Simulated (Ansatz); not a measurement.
**FGe2H7O: a nudged elastic band in two tries**

The task is a band of images between two relaxed ends.

Program: Ansatz 0.2.0. Level of theory: RKS PBE0/def2-SVP. These are calculated values, not measurements.

### 1 The structure to begin with

Bond lengths: Ge1–Ge2 2.425 Å, Ge2–H3 1.538 Å, Ge2–H4 1.537 Å, Ge2–H5 1.537 Å, Ge1–H6 1.534 Å, Ge1–F7 1.749 Å, Ge1–O8 1.775 Å, O8–H9 0.965 Å. Angles: Ge1–Ge2–H3 108.5°, Ge1–Ge2–H4 109.6°, Ge1–Ge2–H5 110.0°, H3–Ge2–H4 109.4°, H3–Ge2–H5 109.6°, H4–Ge2–H5 109.7°, Ge2–Ge1–H6 119.3°, Ge2–Ge1–F7 105.8°, Ge2–Ge1–O8 112.5°, H6–Ge1–F7 107.3°, H6–Ge1–O8 104.7°, F7–Ge1–O8 106.5°, Ge1–O8–H9 113.2°.

Coordinates:

```xyz
11

Ge   -0.0318    0.4051    0.1950
Ge    0.0112    0.4241    2.6200
H    -1.2807   -0.2315    3.1363
H     1.2252   -0.3756    3.1206
H     0.0962    1.8703    3.1329
H     1.1905    0.9098   -0.5822
F    -1.3911    1.4056   -0.2649
O    -0.3502   -1.2108   -0.4668
H    -1.1611   -1.6074   -0.1267
H     0.6789   -3.0525    0.9488
H     0.8574   -3.5610    1.4890
```

### 2 First try

Contents of input.yaml:

```yaml
crystal:
  periodic: [false, false, false]
  atoms:
    - { symbol: Ge, position_ang: [-0.031825, 0.405102, 0.195037] }
    - { symbol: Ge, position_ang: [0.011242, 0.42409, 2.619955] }
    - { symbol: H, position_ang: [-1.280692, -0.231516, 3.136304] }
    - { symbol: H, position_ang: [1.22518, -0.375583, 3.120594] }
    - { symbol: H, position_ang: [0.096182, 1.87031, 3.132879] }
    - { symbol: H, position_ang: [1.190535, 0.909811, -0.582162] }
    - { symbol: F, position_ang: [-1.391097, 1.405614, -0.264902] }
    - { symbol: O, position_ang: [-0.35023, -1.210806, -0.466796] }
    - { symbol: H, position_ang: [-1.161127, -1.607408, -0.126679] }
    - { symbol: H, position_ang: [0.678868, -3.052469, 0.948765] }
    - { symbol: H, position_ang: [0.857363, -3.561045, 1.489006] }
basis:
  gaussian: { orbitals: def2-SVP }
hamiltonian:
  xc: pbe0
neb:
  order_check: false
  images: 4
  f_tol: 0.05
  max_iterations: 8
  climbing: false
  final_atoms:
    - { symbol: Ge, position_ang: [0.22568081, -0.34371588, -0.90649124] }
    - { symbol: Ge, position_ang: [-0.09295178, -0.2710039, 3.34886108] }
    - { symbol: H, position_ang: [-1.38670393, 0.37679487, 2.84382227] }
    - { symbol: H, position_ang: [-0.30938389, -0.81117263, 4.77446077] }
    - { symbol: H, position_ang: [1.06685447, 0.73087237, 3.34917255] }
    - { symbol: H, position_ang: [-0.4467843, 0.3226157, -2.10471163] }
    - { symbol: F, position_ang: [0.39491163, 0.85740061, 0.35549858] }
    - { symbol: O, position_ang: [-0.9031059, -1.55555893, -0.30907929] }
    - { symbol: H, position_ang: [-0.61588432, -1.96058373, 0.51844505] }
    - { symbol: H, position_ang: [1.64101278, -0.89904209, -1.11610249] }
    - { symbol: H, position_ang: [0.27075344, -1.4705064, 2.44812535] }
  initial_path:
    images:
      - { positions_ang: [[-0.031825, 0.405102, 0.195037], [0.011242, 0.42409, 2.619955], [-1.280692, -0.231516, 3.136304], [1.22518, -0.375583, 3.120594], [0.096182, 1.87031, 3.132879], [1.190535, 0.909811, -0.582162], [-1.391097, 1.405614, -0.264902], [-0.35023, -1.210806, -0.466796], [-1.161127, -1.607408, -0.126679], [0.678868, -3.052469, 0.948765], [0.857363, -3.561045, 1.489006]] }
      - { positions_ang: [[-0.04151134, 0.24090861, 0.11646738], [0.00946658, 0.25722147, 2.67111991], [-1.30723467, -0.34248952, 3.20124755], [1.19522126, -0.59124079, 3.16971345], [0.15880811, 1.70273888, 3.18105666], [1.27052711, 0.57934779, -0.5697739], [-1.21232208, 1.36771654, -0.37755178], [-0.5345264, -1.32711657, -0.50687608], [-1.18378236, -1.76097403, 0.01083387], [0.70541239, -2.46011242, 0.79756394], [0.78434039, -2.68989995, 1.50820001]] }
      - { positions_ang: [[-0.05119769, 0.07671523, 0.03789777], [0.00769116, 0.09035294, 2.72228482], [-1.33377733, -0.45346305, 3.2661911], [1.16526252, -0.80689857, 3.21883289], [0.22143422, 1.53516775, 3.22923432], [1.35051922, 0.24888458, -0.5573858], [-1.03354716, 1.32981907, -0.49020156], [-0.71882279, -1.44342714, -0.54695617], [-1.20643771, -1.91454005, 0.14834673], [0.73195678, -1.86775584, 0.64636288], [0.71131778, -1.81875491, 1.52739402]] }
      - { positions_ang: [[0.00030347, -0.07304835, -0.18240788], [-0.01314759, -0.04866584, 2.86806604], [-1.35497972, -0.33180088, 3.20769475], [0.85834974, -0.8940165, 3.54960625], [0.41556871, 1.30728023, 3.27249303], [1.02305536, 0.13144552, -0.86189573], [-0.67634543, 1.2201764, -0.36612144], [-0.82939797, -1.51237772, -0.51541283], [-1.09738917, -1.9851752, 0.27737154], [0.92438573, -1.43707046, 0.23338938], [0.59399587, -1.40064718, 1.71921789]] }
      - { positions_ang: [[0.11299214, -0.20838212, -0.54444956], [-0.05304969, -0.15983487, 3.10846356], [-1.37084183, 0.022497, 3.02575851], [0.27448293, -0.85259457, 4.16203351], [0.74121159, 1.0190763, 3.31083279], [0.28813553, 0.22703061, -1.48330368], [-0.1407169, 1.03878851, -0.00531143], [-0.86625194, -1.53396833, -0.41224606], [-0.85663674, -1.97287946, 0.3979083], [1.28269926, -1.16805628, -0.44135656], [0.43237465, -1.43557679, 2.08367162]] }
      - { positions_ang: [[0.22568081, -0.34371588, -0.90649124], [-0.09295178, -0.2710039, 3.34886108], [-1.38670393, 0.37679487, 2.84382227], [-0.30938389, -0.81117263, 4.77446077], [1.06685447, 0.73087237, 3.34917255], [-0.4467843, 0.3226157, -2.10471163], [0.39491163, 0.85740061, 0.35549858], [-0.9031059, -1.55555893, -0.30907929], [-0.61588432, -1.96058373, 0.51844505], [1.64101278, -0.89904209, -1.11610249], [0.27075344, -1.4705064, 2.44812535]] }
  n_images: 5
```

On the command line:

```bash
$ ansatz run input.yaml --threads 4 --pin off --max-ram 5120MiB --backend cpu --events-out ev --progress --plain --runs-dir out
```

**Question.** What will these runs give? Wanted: first try.

**Answer**, as computed:

| quantity | value |
| --- | --- |
| first try | refused |
| cause | one key bears a name from other programs (dt, n_images) that this one doesn't know |

In words: The fault in the first input was caught at the input check and cost nothing.
